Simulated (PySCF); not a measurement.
# WF₃: quartet, from a trigonal pyramidal start

Aim: relax WF₃ as a quartet from a trigonal pyramidal start, check by its vibrations whether the end is a minimum, and collect its spectrum and constants.

The runs use PySCF 2.14.0; PBE, basis W def2-SVP with ECP60, F def2-SVP, scalar-relativistic core potentials, no spin–orbit coupling, density fitting.

### 1 The system as given

4 atoms, charge 0, spin multiplicity 4.

Bond lengths: W1–F2 2.010 Å, W1–F3 2.010 Å, W1–F4 2.010 Å. Angles: F2–W1–F3 99.8°, F2–W1–F4 99.8°, F3–W1–F4 99.8°.

Z-matrix (Å, degrees; charge 0 multiplicity 4):
```
W
F  1 2.0100
F  1 2.0100 2 99.75
F  1 2.0100 2 99.75 3 -101.77
```

### 2 Trigonal pyramidal start, quartet: relaxation

The steps below are one call of a driver around PySCF. For each, scf.py gives the equivalent set-up of the SCF; relaxations use the driver's own optimiser. Before each start the driver seeks the lowest SCF state from one or more starting densities and follows internal instabilities, so scf.py alone need not reach the same state.

The program finds C3v symmetry in the start, which this walk keeps. The walk stops when the largest gradient is under 0.0003 Eh/bohr and the energy has settled too.

The input, scf.py:

```python
from pyscf import gto, scf, dft
mol = gto.M(atom='''
W     -0.000000    -0.000000    -0.223206
F      1.774754    -0.000018     0.720393
F     -0.887361     1.536991     0.720394
F     -0.887392    -1.536973     0.720395''',
    basis={'W': 'def2-SVP', 'F': 'def2-SVP'},
    ecp={'W': 'def2-SVP'},
    charge=0, spin=3)
mf = dft.UKS(mol, xc='PBE')
mf.grids.atom_grid = (50, 194)
aux = {'W': 'def2-universal-JKFIT', 'F': 'def2-universal-JKFIT'}
mf = mf.density_fit(auxbasis=aux)
mf.kernel()
```

The runs that follow: Vibrations and properties at this point.

**Question.** What will these runs give? Wanted: minimum; geometry; wavenumbers; dipole moment; highest occupied, lowest empty level; polar-tensor charge of W1; zero-point energy; atomisation energy; ⟨S²⟩.

**Answer**, as computed:

```
                                          quantity                                      value
                                           minimum                               quartet, D3h
                                          geometry        W–F 1.883 Å (×3); F–W–F 120.0° (×3)
                                wavenumbers (cm⁻¹)  152 (a2''), 158 (e'), 683 (a1'), 687 (e')
                                     dipole moment                                     0.00 D
highest occupied, lowest empty level (either spin)                            -4.87, -3.77 eV
                         polar-tensor charge of W1                                    +1.53 e
                                 zero-point energy                                15.1 kJ/mol
                               entropy at 298.15 K                            319.5 J/(mol K)
         atomisation energy (no zero-point energy)                                1789 kJ/mol
                                              ⟨S²⟩                                      3.756
```

From C3v at the start the molecule goes to a D3h minimum. In the infrared the band at 687 cm⁻¹ (e', stretch) leads. W1 has a polar-tensor charge of +1.5 e (a dipole derivative, not a static charge), yet symmetry cancels the bond dipoles. Most of the spin sits on W1 (Mulliken spin 2.90, against 3 for the whole molecule). Other starts or spin states, not run here, may lie lower. Open d and f shells are described by one determinant, and the ground state may have another occupation or spin. Spin–orbit coupling, left out here, can matter for elements this heavy.
